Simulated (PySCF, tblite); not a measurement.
**C7H10OSSi: geometry, infrared bands and NMR shifts**

Wanted: the infrared bands and NMR shifts of C7H10OSSi (`CC(=S)C1=C[SiH2]C=CCO1`), by calculation.

Computed with tblite 0.8.0 and PySCF 2.14.0, with density-fitted response routines of our own, on a single molecule in the gas phase. Atoms are numbered from 0 throughout.

### Step 1. The molecule as given

20 atoms, charge 0, multiplicity 1; geometry from: force field or distance geometry start.

Bonds of the start (Å): C0–C1 1.53, C1–S2 1.68, C1–C3 1.50, C3–C4 1.34, C4–Si5 1.83, Si5–C6 1.84, C6–C7 1.34, C7–C8 1.51, C8–O9 1.43, O9–C3 1.40, C0–H10 1.10, C0–H11 1.09, C0–H12 1.09, C4–H13 1.09, Si5–H14 1.49, Si5–H15 1.48, C6–H16 1.09, C7–H17 1.10, C8–H18 1.09, C8–H19 1.09.

### Step 2. Optimising the geometry with GFN2-xTB

Job settings and geometry (Å):

```
{"job": {"kind": "relax", "xc": "GFN2-xTB", "basis": "xTB"}, "charge": 0, "multiplicity": 1}
C      3.055700    -0.633600     0.024200
C      2.092800     0.447200    -0.483500
S      2.691400     1.556700    -1.596300
C      0.681900     0.389900     0.034200
C     -0.047100     1.493700     0.233400
Si    -1.757700     1.511100     0.892300
C     -2.645800     0.035800     0.255400
C     -2.116400    -1.067200    -0.298500
C     -0.668000    -1.439700    -0.522700
O      0.209400    -0.859100     0.444200
H      2.718800    -1.021100     0.993200
H      3.069300    -1.458700    -0.692400
H      4.054800    -0.233800     0.163400
H      0.334800     2.478600    -0.026200
H     -1.734000     1.505600     2.378900
H     -2.454700     2.738300     0.453400
H     -3.723300     0.129400     0.345200
H     -2.824600    -1.830500    -0.663100
H     -0.582100    -2.518200    -0.390200
H     -0.360400    -1.213600    -1.547900
```

Run with:

```
OMP_NUM_THREADS=1 python probes_run.py task.json out
```

This one command runs all jobs of the session in turn.

**Question.** This job is followed by: GFN2-xTB harmonic vibrations, gas phase; GIAO PBE0/pcSseg-1 NMR shielding, non-relativistic, gas phase. Predict these results of the whole session: strongest single infrared mode (GFN2-xTB); zero-point energy (GFN2-xTB); 13C shifts against TMS (PBE0/pcSseg-1); 1H shifts against TMS (PBE0/pcSseg-1, means over atoms taken as alike); 33S shifts against CS2 (PBE0/pcSseg-1); 29Si shifts against TMS (PBE0/pcSseg-1); 17O shifts against H2O (PBE0/pcSseg-1); surface potential, 1st and 99th percentile.

As calculated:

| quantity | value |
| --- | --- |
| strongest single infrared mode (GFN2-xTB) | 2229 cm⁻¹, 377 km/mol |
| zero-point energy (GFN2-xTB) | 91.2 kcal/mol |
| 13C shifts against TMS (PBE0/pcSseg-1) | 253.1, 173.3, 154.9, 146.9, 125.8, 73.1, 39.0 ppm |
| 1H shifts against TMS (PBE0/pcSseg-1, means over atoms taken as alike) | 7.89, 6.57, 6.02, 4.80, 4.62, 3.17 ppm |
| 33S shifts against CS2 (PBE0/pcSseg-1) | 1057 ppm |
| 29Si shifts against TMS (PBE0/pcSseg-1) | -64.8 ppm |
| 17O shifts against H2O (PBE0/pcSseg-1) | 97.1 ppm |
| surface potential, 1st and 99th percentile | -1.01 V and 1.17 V |

In words: Over 114 steps the energy fell by 0.429 eV; of the close pairs, C1–C3 changed most, 1.504 to 1.449 Å. All 54 modes are real, so the xTB geometry is a minimum. The strongest single mode, at 2229 cm⁻¹, moves mainly H15. Unscaled tight-binding wavenumbers are off by several per cent, some by more. Its intensities can rank the bands wrongly. C1 (thiocarbonyl carbon) lies farthest downfield among carbon, at 253.1 ppm; the small n→π* gap of C=S deshields it strongly. The most deshielded hydrogen is H13 (hydrogen on a β carbon of an enol-ether or enamine type C=C), at 7.89 ppm: olefinic region. At PBE0/pcSseg-1: The largest span, 2552 ppm, is at S2, where the paramagnetic term is -1611 ppm. By nearest atom (PBE0/pcSseg-1), the HOMO sits on S2 80 % and the LUMO on S2 31 %; C1 27 %.
